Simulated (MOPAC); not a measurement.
# GaSbH4O (SMILES [GaH2][O][SbH2]) at PM6 (COSMO methanol)

Wanted: a geometry optimisation of GaSbH4O. 

The calculation is run with MOPAC 23.2.5.

8 further runs of the same task are left out: 2 that didn't finish, 6 set aside as unsound or not needed.

**1. Starting point**

The species is GaSbH4O (7 atoms), meant as a singlet with charge 0. As SMILES, `[GaH2][O][SbH2]`. Geometry: a GFN2-xTB relaxation, a rough one for these elements and not checked as a minimum. This is one conformer, not always the lowest. The run starts from this shape.

Bond lengths: Ga1–O2 1.694 Å, O2–Sb3 1.981 Å, Ga1–H4 1.546 Å, Ga1–H5 1.546 Å, Sb3–H6 1.704 Å, Sb3–H7 1.703 Å. Angles: Ga1–O2–Sb3 178.4°, O2–Ga1–H4 117.5°, O2–Ga1–H5 117.7°, O2–Sb3–H6 92.1°, O2–Sb3–H7 92.0°, H4–Ga1–H5 124.8°, H6–Sb3–H7 87.2°.

**2. A geometry optimisation at PM6 (COSMO methanol)**

Contents of mol.xyz:

```xyz
7
GaH4OSb optimise
Ga    -1.296670     0.242970    -1.014180
O      0.222170     0.132180    -0.273010
Sb     1.976580     0.024330     0.641390
H     -2.173260    -1.030730    -1.040530
H     -1.704520     1.607240    -1.616710
H      1.315790     0.579490     2.110550
H      1.659900    -1.555480     1.192490
```

Contents of gah4osb.mop:

```
CYCLES=200 EPS=32.6 BFGS GNORM=0.1 PM6 AUX(PRECISION=6) THREADS=1
GaH4OSb optimise

Ga -1.29667 1  0.24297 1 -1.01418 1
O   0.22217 1  0.13218 1 -0.27301 1
Sb  1.97658 1  0.02433 1  0.64139 1
H  -2.17326 1 -1.03073 1 -1.04053 1
H  -1.70452 1  1.60724 1 -1.61671 1
H   1.31579 1  0.57949 1  2.11055 1
H   1.65990 1 -1.55548 1  1.19249 1
```

Started as:

```sh
$ obabel mol.xyz -omop -xk "CYCLES=200 EPS=32.6 BFGS GNORM=0.1 PM6 AUX(PRECISION=6) THREADS=1" -O gah4osb.mop
$ mopac gah4osb.mop
```

**Question.** What will come out? Wanted: dipole moment; HOMO energy; LUMO energy; HOMO–LUMO gap; heat of formation.

Answer, from the run:

At PM6 (COSMO methanol):

| quantity | value |
| --- | --- |
| dipole moment | 2.66 D |
| HOMO energy | -9.45 eV |
| LUMO energy | 0.14 eV |
| HOMO–LUMO gap | 9.60 eV |
| heat of formation | -29.6 kcal/mol |

**Reading.** At the final geometry: Bond lengths: Ga1–O2 1.762 Å, O2–Sb3 2.051 Å, Ga1–H4 1.484 Å, Ga1–H5 1.481 Å, Sb3–H6 1.710 Å, Sb3–H7 1.711 Å. Angles: Ga1–O2–Sb3 168.0°, O2–Ga1–H4 111.7°, O2–Ga1–H5 108.9°, O2–Sb3–H6 97.2°, O2–Sb3–H7 97.5°, H4–Ga1–H5 139.4°, H6–Sb3–H7 100.6°. The optimisation stopped short of its gradient threshold. The optimisation took 11 steps and changed the energy by -0.152 eV.
